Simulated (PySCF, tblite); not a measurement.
# C3H9BrO2Si2: geometry, infrared bands and NMR shifts

Wanted: the infrared bands and NMR shifts of C3H9BrO2Si2 (`C=C(C)O[SiH2]O[SiH2]Br`), by calculation.

Computed with tblite 0.8.0 and PySCF 2.14.0, with density-fitted response routines of our own, on a single molecule in the gas phase. Atoms are numbered from 0 throughout.

## Step 1: Starting geometry

17 atoms, charge 0, multiplicity 1; geometry from: force field or distance geometry start.

Bonds of the start (Å): C0–C1 1.32, C1–C2 1.49, C1–O3 1.39, O3–Si4 1.74, Si4–O5 1.72, O5–Si6 1.70, Si6–Br7 2.24, C0–H8 1.06, C0–H9 1.08, C2–H10 1.12, C2–H11 1.12, C2–H12 1.11, Si4–H13 1.47, Si4–H14 1.47, Si6–H15 1.47, Si6–H16 1.48.

## Step 2: Optimising the geometry with GFN2-xTB

What the job is given:

```
{"job": {"kind": "relax", "xc": "GFN2-xTB", "basis": "xTB"}, "charge": 0, "multiplicity": 1}
C     -1.839200     1.665000    -0.231300
C     -1.716000     0.416500     0.163400
C     -2.628100    -0.681800    -0.263500
O     -0.664400     0.126000     1.027300
Si     0.708700    -0.803000     0.510200
O      1.804900     0.133600    -0.418600
Si     3.327100     0.316300     0.317200
Br     4.423000    -1.600300     0.681200
H     -2.600000     2.015300    -0.886000
H     -1.127800     2.385200     0.150000
H     -2.311700    -1.117200    -1.245200
H     -3.672000    -0.326700    -0.440500
H     -2.711500    -1.451700     0.533000
H      1.389400    -1.331800     1.702400
H      0.192100    -1.868100    -0.361600
H      3.222400     1.011100     1.611000
H      4.195900     1.123700    -0.572300
```

Launch:

```console
$ OMP_NUM_THREADS=1 python probes_run.py task.json out
```

This one command runs all jobs of the session in turn.

**Question.** This job is followed by: GFN2-xTB harmonic vibrations, gas phase; GIAO PBE0/pcSseg-1 NMR shielding, non-relativistic, gas phase. Predict these results of the whole session: strongest single infrared mode (GFN2-xTB); zero-point energy (GFN2-xTB); 13C shifts against TMS (PBE0/pcSseg-1); 1H shifts against TMS (PBE0/pcSseg-1, means over atoms taken as alike); 17O shifts against H2O (PBE0/pcSseg-1); 29Si shifts against TMS (PBE0/pcSseg-1); 79Br shifts against HBr (PBE0/pcSseg-1).

As calculated:

| quantity | value |
| --- | --- |
| strongest single infrared mode (GFN2-xTB) | 1126 cm⁻¹, 617 km/mol |
| zero-point energy (GFN2-xTB) | 71.2 kcal/mol |
| 13C shifts against TMS (PBE0/pcSseg-1) | 159.7, 98.7, 23.6 ppm |
| 1H shifts against TMS (PBE0/pcSseg-1, means over atoms taken as alike) | 5.81, 5.22, 4.65, 4.43, 1.99 ppm |
| 17O shifts against H2O (PBE0/pcSseg-1) | 138.6, 73.4 ppm |
| 29Si shifts against TMS (PBE0/pcSseg-1) | -22.7, -43.8 ppm |
| 79Br shifts against HBr (PBE0/pcSseg-1) | 50 ppm |

**Reading.** Relaxing lowered the energy by 1.101 eV in 182 steps; the close pair that moved most is O3–Si4, from 1.737 to 1.608 Å. No mode is imaginary among the 45: a minimum at this level. The strongest single mode, at 1126 cm⁻¹, moves mainly O5. Unscaled tight-binding wavenumbers are off by several per cent, some by more. Its intensities can rank the bands wrongly. The most deshielded carbon is C1 (alkene carbon bearing oxygen), at 159.7 ppm: an sp2 carbon further deshielded by the attached heteroatom. At PBE0/pcSseg-1: The largest span, 697 ppm, is at Br7, where the paramagnetic term is -554 ppm. Spin-orbit coupling is left out, which matters for shieldings and couplings at and beside the heavy atoms.
